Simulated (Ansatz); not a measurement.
# GaH₃ (triplet): from Hartree-Fock to the top rungs at scale of all distances = 1.000, cc-pVDZ

How much of the correlation energy of GaH₃ (triplet) does each wave-function method recover here?

The runs use Ansatz 0.2.0, Gaussian basis; cc-pVDZ, core rule «outside noble gas», up to 14 orbitals frozen.

The runs, in order: UHF; CCSD(T) on ROHF; CCSD(T) on UHF; BCCD(T) on ROHF; CISD; CCSDT(Q) on ROHF; CCSDT(Q) on UHF; CASSCF and MRCISD+Q, 4 electrons in 4 orbitals; CASSCF and NEVPT2, 4 electrons in 4 orbitals; CASSCF and MRCISD+Q, 6 electrons in 7 orbitals; CASSCF and NEVPT2, 6 electrons in 7 orbitals; Full CI.

13 further runs of the same task are left out: 10 that didn't finish, 3 set aside as unsound or not needed.

### 1 What is computed

The geometry derives from a PBE0/def2-TZVP stationary point (not a proven minimum). All distances are scaled together. No spin-orbit coupling is included. The filled d shell of Ga may be among the frozen orbitals whatever the setting's name suggests; the logs give the count.

4 atoms, charge 0, spin multiplicity 3.

Atoms are counted from 1 here; the program's logs count them from 0.

Bond lengths: Ga1–H2 1.585 Å, Ga1–H3 1.955 Å, Ga1–H4 1.955 Å, H3–H4 0.811 Å. Angles: H2–Ga1–H3 100.5°, H2–Ga1–H4 100.5°, H3–Ga1–H4 23.9°, Ga1–H3–H4 78.0°, Ga1–H4–H3 78.0°.

Geometry (Å):

```xyz
4

Ga    0.0000    0.0277   -0.0457
H     0.0000   -1.4776   -0.5415
H     0.4054   -0.2202    1.8512
H    -0.4054   -0.2202    1.8512
```

### 2 UHF

in.yaml

```yaml
crystal:
  periodic: [false, false, false]
  atoms:
    - {symbol: Ga, position_ang: [0.000000, 0.027726, -0.045695]}
    - {symbol: H, position_ang: [0.000000, -1.477599, -0.541473]}
    - {symbol: H, position_ang: [0.405418, -0.220158, 1.851181]}
    - {symbol: H, position_ang: [-0.405418, -0.220158, 1.851181]}
basis:
  gaussian: {orbitals: cc-pVDZ}
magnetization: {spin_polarized: true, initial_magnetization: 2}
hamiltonian: {xc: hf}
output: {orbitals: {seedname: orbitals}}
```

Command:

```
$ ansatz run in.yaml --threads 1 --pin off --events-out ev --progress --plain --max-ram 2393MiB
```

The runs that follow: CCSD(T) on ROHF; CCSD(T) on UHF; BCCD(T) on ROHF; CISD; CCSDT(Q) on ROHF; CCSDT(Q) on UHF; CASSCF and MRCISD+Q, 4 electrons in 4 orbitals; CASSCF and NEVPT2, 4 electrons in 4 orbitals; CASSCF and MRCISD+Q, 6 electrons in 7 orbitals; CASSCF and NEVPT2, 6 electrons in 7 orbitals; Full CI.

**Question.** What will the summary of the whole plan be? Wanted: FCI below the RHF energy; RMP2 from FCI; UMP2 from FCI; RCCSD from FCI; RCCSD(T) from FCI; UCCSD(T) from FCI; RCCSDT(Q) from FCI; UCCSDT(Q) from FCI; NEVPT2 valence from FCI.

**Answer**, as computed:

```
                         quantity                                                                                       value
         FCI below the RHF energy                                                                                  -2.5191 eV
                    RMP2 from FCI                                                                                +63.3 kJ/mol
                    UMP2 from FCI                                                                                +61.2 kJ/mol
                   RCCSD from FCI                                                                                 +5.3 kJ/mol
                RCCSD(T) from FCI                                                                                 +1.4 kJ/mol
                UCCSD(T) from FCI                                                                                  0.0 kJ/mol
               RCCSDT(Q) from FCI                                                                                 -0.1 kJ/mol
               UCCSDT(Q) from FCI                                                                                 -1.4 kJ/mol
          NEVPT2 valence from FCI                                                                                +44.6 kJ/mol
        MRCISD+Q valence from FCI                                                                                 +1.0 kJ/mol
levels within 1 kcal/mol (43 meV)  UCCSD, RCCSD(T), UCCSD(T), BCCD(T), RCCSDT, UCCSDT, RCCSDT(Q), UCCSDT(Q), MRCISD+Q valence
                    T1 diagnostic                                                                                       0.024
   effectively unpaired electrons                                                                                        2.03
```

What this shows: RCCSD(T) misses by +1.4 kJ/mol, 0.6 % of the correlation energy. UCCSDT, UCCSDT(Q) fall below full CI: unrestricted runs freeze a spin-polarised core, another one than full CI's, and coupled cluster isn't variational. One determinant dominates. Of the multireference levels listed MRCISD+Q valence comes nearest in total energy (+1.0 kJ/mol), which doesn't show that its space is the better one. These misses are within one basis, not against nature; the frozen cores of restricted and unrestricted runs differ, which can shift their rows.
